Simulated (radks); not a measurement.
# K⁻ held by a Watson sphere

The task here is to estimate one member of a computed series from the others.

The numbers are computed with radks (a radial shooting solver on a logarithmic mesh, Libxc functionals) version 1 (scalar-relativistic Kohn-Sham, LDA (Slater exchange, Perdew-Wang correlation), spin-polarised, spherical densities, finite nucleus), except any that are marked as measured or tabulated.

### Starting point

```
element            : potassium (Z = 19)
charge             : -1
electrons          : 20
configuration      : [Ar] 4s2
nuclear rms radius : 3.4349 fm
```

Outer shells as boxes (Hund's rule):

K⁻
```
[Ar] core
4s [↑↓]
```

Set-up of the first run:

The run's settings:

```text
Z 19
configuration [Ar] 4s2
relativity scalar-relativistic
functional lda,pw
spin polarised
nucleus finite rms 3.4349 fm
c 137.035999084
watson charge 1 radius 2.48 bohr
response adiabatic LDA kernel
```

Steps of the session up to this table: R = 2.48 bohr; R = 2.52 bohr; R = 3.01 bohr; R = 4.39 bohr; R = 5.26 bohr.

One of the session's tables, all rows but one given; the rest of the session is left out.

| R (bohr) | highest level (eV) | its <r> (bohr) | sum of <r²> (bohr²) | α (bohr³) |
| --- | --- | --- | --- | --- |
| 2.48 | -3.693 | 4.186 | 60.05 | 170.6 |
| 2.52 | -3.689 | 4.192 | 60.19 | 171.3 |
| 3.01 | ? | ? | ? | ? |
| 4.39 | -3.217 | 4.732 | 71.02 | 262.0 |
| 5.26 | -2.940 | 5.017 | 77.39 | 330.4 |

Estimate the missing values for R (bohr) = 3.01.

Worked estimate for «highest level (eV)». A straight line through the neighbours (2.52, -3.689) and (4.39, -3.217) gives -3.689 + (-3.217 + 3.689) × (3.01 − 2.52) / (4.39 − 2.52) = -3.565; a parabola fitted to 4 rows on both sides gives -3.580.

As computed: highest level (eV): -3.608; its <r> (bohr): 4.298; sum of <r²> (bohr²): 62.30; α (bohr³): 185.4. In «highest level (eV)» the line misses by +0.043 and the parabola by +0.028.

In words: From R = 2.48 to 5.26 bohr the top level moves from -3.693 to -2.940 eV and its mean radius from 4.19 to 5.02 bohr. A wider sphere makes a shallower well, so the ion swells. The polarisability goes from 171 to 330 bohr³.
